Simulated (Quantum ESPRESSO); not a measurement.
# Si2Ni (Fm-3m) in Quantum ESPRESSO: single point with PBEsol

Aim: the single point of Si2Ni with PBEsol.

Everything below comes from runs of Quantum ESPRESSO 7.5. Logs are shortened: lines on timing, memory, paths and dates and some standing lists are left out, and cuts for length are marked.

## (1) The crystal as given

Symmetry: Fm-3m, No. 225, cubic system. The conventional cell has a = 5.341 Å, b = 5.341 Å, c = 5.341 Å, α = 90.00°, β = 90.00°, γ = 90.00°. Around Ni (site symmetry m-3m) lie 8 Si at 2.31 Å. Around Si (site symmetry -43m) lie 4 Ni at 2.31 Å.

The cell was built by a generator and needn't be a form met in nature.

## (2) Single point, PBEsol

Input file pw.in:

```
&CONTROL
  calculation = 'scf'
  prefix = 'pwscf'
  outdir = './tmp'
  pseudo_dir = './pseudo'
  tprnfor = .true.
  tstress = .true.
  disk_io = 'nowf'
/
&SYSTEM
  ibrav = 0
  nat = 3
  ntyp = 2
  ecutwfc = 45
  ecutrho = 360
  nbnd = 20
  occupations = 'smearing'
  smearing = 'mp'
  degauss = 0.00734986
/
&ELECTRONS
  conv_thr = 6d-10
  electron_maxstep = 120
  mixing_beta = 0.5
/
ATOMIC_SPECIES
Ni    58.6934 ni_pbesol_v1.4.uspp.F.UPF
Si    28.0850 si_pbesol_v1.uspp.F.UPF
CELL_PARAMETERS angstrom
   0.0000000000    2.6706180600    2.6706180600
   2.6706180600    0.0000000000    2.6706180600
   2.6706180600    2.6706180600    0.0000000000
ATOMIC_POSITIONS crystal
Ni     0.0000000000    0.0000000000    0.0000000000
Si     0.2500000000    0.2500000000    0.2500000000
Si     0.7500000000    0.7500000000    0.7500000000
K_POINTS automatic
16 16 16 0 0 0
```

Potentials or basis: GBRV 1.5 PBEsol.

Command:

```sh
> OMP_NUM_THREADS=1 pw.x -in pw.in > pw.out
```

pw.out:

```text
This program is part of the open-source Quantum ESPRESSO suite
     for quantum simulation of materials; please cite
[... 9 lines left out ...]
     --------------------
     sticks:   dense  smooth     PW     G-vecs:    dense   smooth      PW
     Sum        1261     637    199                29627    10489    1837

     Using Slab Decomposition

     bravais-lattice index     =            0
     lattice parameter (alat)  =       7.1372  a.u.
     unit-cell volume          =     257.0762 (a.u.)^3
     number of atoms/cell      =            3
     number of atomic types    =            2
     number of electrons       =        26.00
     number of Kohn-Sham states=           20
     kinetic-energy cutoff     =      45.0000  Ry
     charge density cutoff     =     360.0000  Ry
     scf convergence threshold =      6.0E-10
     mixing beta               =       0.5000
     number of iterations used =            8  plain     mixing
     Exchange-correlation= SLA  PW   PSX  PSC
                           (   1   4  10   8   0   0   0)

     celldm(1)=   7.137164  celldm(2)=   0.000000  celldm(3)=   0.000000
     celldm(4)=   0.000000  celldm(5)=   0.000000  celldm(6)=   0.000000

     crystal axes: (cart. coord. in units of alat)
               a(1) = (   0.000000   0.707107   0.707107 )
               a(2) = (   0.707107   0.000000   0.707107 )
               a(3) = (   0.707107   0.707107   0.000000 )

     reciprocal axes: (cart. coord. in units 2 pi/alat)
               b(1) = ( -0.707107  0.707107  0.707107 )
               b(2) = (  0.707107 -0.707107  0.707107 )
               b(3) = (  0.707107  0.707107 -0.707107 )

     PseudoPot. # 1 for Ni read from file:
     ni_pbesol_v1.4.uspp.F.UPF
     Pseudo is Ultrasoft + core correction, Zval = 18.0
     Generated by new atomic code, or converted to UPF format
     Using radial grid of  865 points,  6 beta functions with:
                l(1) =   0
                l(2) =   0
                l(3) =   1
                l(4) =   1
                l(5) =   2
                l(6) =   2
     Q(r) pseudized with 10 coefficients,  rinner =    0.980   0.980   0.980
                                                       0.980   0.980

     PseudoPot. # 2 for Si read from file:
     si_pbesol_v1.uspp.F.UPF
     Pseudo is Ultrasoft + core correction, Zval =  4.0
     Generated by new atomic code, or converted to UPF format
     Using radial grid of  899 points,  6 beta functions with:
                l(1) =   0
                l(2) =   0
                l(3) =   1
                l(4) =   1
                l(5) =   2
                l(6) =   2
     Q(r) pseudized with  8 coefficients,  rinner =    0.900   0.900   0.900
                                                       0.900   0.900

     atomic species   valence    mass     pseudopotential
     Ni               18.00    58.69340     Ni( 1.00)
     Si                4.00    28.08500     Si( 1.00)

     48 Sym. Ops., with inversion, found

   Cartesian axes

     site n.     atom                  positions (alat units)
         1        Ni     tau(   1) = (   0.0000000   0.0000000   0.0000000  )
         2        Si     tau(   2) = (   0.3535534   0.3535534   0.3535534  )
         3        Si     tau(   3) = (   1.0606602   1.0606602   1.0606602  )

     number of k points=   145  Methfessel-Paxton smearing, width (Ry)=  0.0073

     Number of k-points >= 100: set verbosity='high' to print them.

     Dense  grid:    29627 G-vectors     FFT dimensions: (  45,  45,  45)

     Smooth grid:    10489 G-vectors     FFT dimensions: (  32,  32,  32)

     Check: negative core charge=   -0.000002

     Initial potential from superposition of free atoms

     starting charge      23.9987, renormalised to      26.0000
     Starting wfcs are   21 randomized atomic wfcs

     Self-consistent Calculation

     iteration #  1     ecut=    45.00 Ry     beta= 0.50
     Davidson diagonalization with overlap
     ethr =  1.00E-02,  avg # of iterations =  6.6

     total energy              =    -334.41706996 Ry
     estimated scf accuracy    <      50.65613022 Ry

     iteration #  2     ecut=    45.00 Ry     beta= 0.50
     Davidson diagonalization with overlap
     ethr =  1.00E-02,  avg # of iterations =  3.0

     total energy              =    -361.51868847 Ry
     estimated scf accuracy    <      53.61732944 Ry

     iteration #  3     ecut=    45.00 Ry     beta= 0.50
     Davidson diagonalization with overlap
     ethr =  1.00E-02,  avg # of iterations =  2.2

     total energy              =    -361.78879323 Ry
     estimated scf accuracy    <      10.26638067 Ry

     iteration #  4     ecut=    45.00 Ry     beta= 0.50
     Davidson diagonalization with overlap
     ethr =  1.00E-02,  avg # of iterations =  2.2

     total energy              =    -362.60254660 Ry
     estimated scf accuracy    <       1.17487622 Ry

     iteration #  5     ecut=    45.00 Ry     beta= 0.50
     Davidson diagonalization with overlap
     ethr =  4.52E-03,  avg # of iterations =  1.3

     total energy              =    -361.93442723 Ry
     estimated scf accuracy    <       1.17575058 Ry

     iteration #  6     ecut=    45.00 Ry     beta= 0.50
     Davidson diagonalization with overlap
     ethr =  4.52E-03,  avg # of iterations =  2.3

     total energy              =    -362.54181714 Ry
     estimated scf accuracy    <       2.61005707 Ry

     iteration #  7     ecut=    45.00 Ry     beta= 0.50
     Davidson diagonalization with overlap
     ethr =  4.52E-03,  avg # of iterations =  1.1
[... 81 lines left out ...]
     iteration # 19     ecut=    45.00 Ry     beta= 0.50
     Davidson diagonalization with overlap
     ethr =  5.69E-09,  avg # of iterations =  1.9

     total energy              =    -362.30293561 Ry
     estimated scf accuracy    <       0.00000013 Ry

     iteration # 20     ecut=    45.00 Ry     beta= 0.50
     Davidson diagonalization with overlap
     ethr =  5.12E-10,  avg # of iterations =  2.5

     total energy              =    -362.30293545 Ry
     estimated scf accuracy    <       0.00000057 Ry

     iteration # 21     ecut=    45.00 Ry     beta= 0.50
     Davidson diagonalization with overlap
     ethr =  5.12E-10,  avg # of iterations =  2.0

     total energy              =    -362.30293555 Ry
     estimated scf accuracy    <          4.2E-09 Ry

     iteration # 22     ecut=    45.00 Ry     beta= 0.50
     Davidson diagonalization with overlap
     ethr =  1.62E-11,  avg # of iterations =  2.4

     total energy              =    -362.30293556 Ry
     estimated scf accuracy    <          4.4E-09 Ry

     iteration # 23     ecut=    45.00 Ry     beta= 0.50
     Davidson diagonalization with overlap
     ethr =  1.62E-11,  avg # of iterations =  1.0

     End of self-consistent calculation

     Number of k-points >= 100: set verbosity='high' to print the bands.

     the Fermi energy is    13.7339 ev

!    total energy              =    -362.30293556 Ry
     estimated scf accuracy    <          5.5E-10 Ry
     smearing contrib. (-TS)   =      -0.00001155 Ry
     internal energy E=F+TS    =    -362.30292400 Ry

     The total energy is F=E-TS. E is the sum of the following terms:
     one-electron contribution =    -287.07584617 Ry
     hartree contribution      =     156.86097459 Ry
     xc contribution           =     -44.04179436 Ry
     ewald contribution        =    -188.04625806 Ry

     convergence has been achieved in  23 iterations

     Forces acting on atoms (cartesian axes, Ry/au):

     atom    1 type  1   force =    -0.00000000    0.00000000    0.00000000
     atom    2 type  2   force =    -0.00000000    0.00000000   -0.00000000
     atom    3 type  2   force =    -0.00000000    0.00000000    0.00000000

     Total force =     0.000000     Total SCF correction =     0.000000

     Computing stress (Cartesian axis) and pressure

          total   stress  (Ry/bohr**3)                   (kbar)     P=       47.13
   0.00032041   0.00000000   0.00000000           47.13        0.00        0.00
   0.00000000   0.00032041   0.00000000            0.00       47.13        0.00
   0.00000000   0.00000000   0.00032041            0.00        0.00       47.13

=------------------------------------------------------------------------------=
   JOB DONE.
=------------------------------------------------------------------------------=
```

Wall time 1.8 min (1 thread of Arm Neoverse V2, shared host); peak memory 0.19 GiB.

What came out:

```
Free energy            : -4929.3826 eV
Pressure               : 4.7 GPa
Band gap on the k mesh : none (metal or under the smearing width)
```
